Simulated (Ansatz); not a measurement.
# ClH₅NSi₂ radical: up Jacob's ladder to CCSD(T)

How much do the methods differ for ClH₅NSi₂ radical? The plan is to run it at one geometry with functionals of several rungs and with coupled cluster, and see how far each lands from CCSD(T) at the basis-set limit for the atomisation energy.

The runs use Ansatz 0.2.0, Gaussian basis; functionals in def2-TZVPP, the program's frozen cores in correlated methods.

Plan: LDA (SPW92), PBE-D4, revPBE-D4, BLYP-D4, r2SCAN-D4, B97M-V, PBE0-D4, B3LYP-D4, r2SCANh-D4, r2SCAN0-D4, HSE06-D4, BHLYP-D4, CAM-B3LYP-D4, LC-ωPBE, ωB97X-V, ωB97M-V, B2PLYP, PBE-QIDH; CCSD(T)/def2-SVP; CCSD(T)/def2-TZVPP; MP2/def2-QZVPP; extrapolation to the limit; RPA on PBE.

## 1. The relaxed structure

All runs share one geometry, relaxed beforehand with PBE0-D4 in a triple-zeta def2 set.

SMILES `[SiH2]N[SiH2]Cl`, 9 atoms, charge 0, spin multiplicity 2.

Atoms are counted from 1 here; the program's logs count them from 0.

Bond lengths: Si1–N2 1.736 Å, Si1–H5 1.493 Å, Si1–H6 1.490 Å, N2–Si3 1.714 Å, N2–H7 1.012 Å, Si3–Cl4 2.062 Å, Si3–H8 1.477 Å, Si3–H9 1.479 Å. Angles: N2–Si1–H5 109.1°, N2–Si1–H6 106.5°, H5–Si1–H6 111.1°, Si1–N2–Si3 127.7°, Si1–N2–H7 115.3°, Si3–N2–H7 115.5°, N2–Si3–Cl4 113.0°, N2–Si3–H8 108.3°, N2–Si3–H9 109.4°, Cl4–Si3–H8 106.9°, Cl4–Si3–H9 106.1°, H8–Si3–H9 113.2°.

## 2. LDA

This LDA is Slater exchange with PW92 correlation.

Input file in.yaml:

```yaml
crystal:
  periodic: [false, false, false]
  atoms:
    - {symbol: Si, position_ang: [0.494966, 1.589205, 0.724666]}
    - {symbol: N, position_ang: [0.423949, 0.307347, -0.444352]}
    - {symbol: Si, position_ang: [-0.338076, -1.219256, -0.282388]}
    - {symbol: Cl, position_ang: [0.861361, -2.626896, 0.629747]}
    - {symbol: H, position_ang: [0.451790, 2.902099, 0.014506]}
    - {symbol: H, position_ang: [-0.690411, 1.420780, 1.611051]}
    - {symbol: H, position_ang: [1.069603, 0.391280, -1.218774]}
    - {symbol: H, position_ang: [-1.531096, -1.054134, 0.572544]}
    - {symbol: H, position_ang: [-0.653586, -1.756525, -1.624101]}
basis:
  gaussian: {orbitals: def2-TZVPP}
magnetization: {spin_polarized: true, initial_magnetization: 1}
hamiltonian: {xc: lda}
output: {orbitals: {seedname: orbitals}}
```

Further steps of the session: PBE-D4 (GGA); revPBE-D4 (GGA); BLYP-D4 (GGA); r2SCAN-D4 (meta-GGA); B97M-V (meta-GGA); PBE0-D4 (hybrid); B3LYP-D4 (hybrid); r2SCANh-D4 (hybrid); r2SCAN0-D4 (hybrid); HSE06-D4 (hybrid); BHLYP-D4 (hybrid); CAM-B3LYP-D4 (range-separated); LC-ωPBE-D4 (range-separated); ωB97X-V (range-separated); ωB97M-V (range-separated); B2PLYP (double hybrid); PBE-QIDH (double hybrid); CCSD(T) in def2-SVP; CCSD(T) in def2-TZVPP; MP2 in def2-QZVPP; RPA on PBE orbitals.

**Question.** What will the summary of the whole plan be? Wanted: atomisation energy, CCSD(T)/CBS; farthest beyond LDA; mean size of error, GGA; mean size of error, meta-GGA; mean size of error, hybrid; mean size of error, range-separated; mean size of error, double hybrid; gap, smallest and largest; T1 diagnostic.

The runs gave:

| quantity | value |
| --- | --- |
| atomisation energy, CCSD(T)/CBS | 2786.4 kJ/mol |
| functionals within 13.9 kJ/mol (0.5 %) | PBE-D4, r2SCAN-D4, B3LYP-D4, r2SCANh-D4, CAM-B3LYP-D4, ωB97M-V |
| farthest beyond LDA | BHLYP-D4 (-49.9 kJ/mol) |
| mean size of error, GGA | 22.7 kJ/mol |
| mean size of error, meta-GGA | 8.3 kJ/mol |
| mean size of error, hybrid | 22.9 kJ/mol |
| mean size of error, range-separated | 18.8 kJ/mol |
| mean size of error, double hybrid | 39.3 kJ/mol |
| gap, smallest and largest | 1.15 eV (LDA (SPW92)), 8.61 eV (LC-ωPBE) |
| T1 diagnostic | 0.0130 |
| triples share of the correlation energy | 3.8 % |

LDA overbinds by 335.9 kJ/mol (12 %). PBE-D4 misses by +2.8 kJ/mol. Double hybrids carry the basis error of their MP2 part in triple zeta, and no dispersion term here, so their miss is partly the set-up's. Taken by rung, meta-GGA functionals do best (8.3 kJ/mol on average) and double hybrid ones worst beyond LDA (39.3 kJ/mol). Misses under about 13.9 kJ/mol are within the doubt on the reference itself, which lacks core-valence correlation, relativity and higher excitations. Hartree-Fock recovers 73 % of the binding; the rest is correlation. CCSD(T) in def2-SVP is off by -246.3 kJ/mol, worse than the median functional, from the basis alone. The gap grows from 1.1 to 8.6 eV across the functionals, mostly with the share of exact exchange.
